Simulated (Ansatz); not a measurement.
# BaHO: the cost of one run

Computed with Ansatz 0.2.0 (the levels named in each step, unless a step's input says otherwise).

### 1 The system as given

Bond lengths: O1–Ba2 1.988 Å, O1–H3 0.957 Å. Angles: Ba2–O1–H3 180.0°.

As a file:

```xyz
3

O     0.0000    0.0000   -0.3435
Ba    0.0000    0.0000    1.6442
H     0.0000    0.0000   -1.3008
```

### 2 A rough first relaxation, PBE-D4/def2-SVP

The input, input.yaml:

```yaml
crystal:
  periodic: [false, false, false]
  atoms:
    - { symbol: O, position_ang: [0.0, 0.0, -0.34348] }
    - { symbol: Ba, position_ang: [0.0, 0.0, 1.64424] }
    - { symbol: H, position_ang: [0.0, 0.0, -1.30077] }
magnetization:
  spin_polarized: true
  initial_magnetization: 1
basis:
  gaussian: { orbitals: def2-SVP }
hamiltonian:
  xc: pbe
  dispersion: d4
relax:
  f_tol: 0.03
  max_steps: 200
```

Started as:

```sh
$ ansatz run input.yaml --threads 2 --pin off --max-ram 5120MiB --backend cpu --events-out ev --progress --plain --runs-dir out
```

What time and memory should one allow on 2 threads of Arm Neoverse N1, shared host?

About 10 s, with a peak of 0.14 GiB.
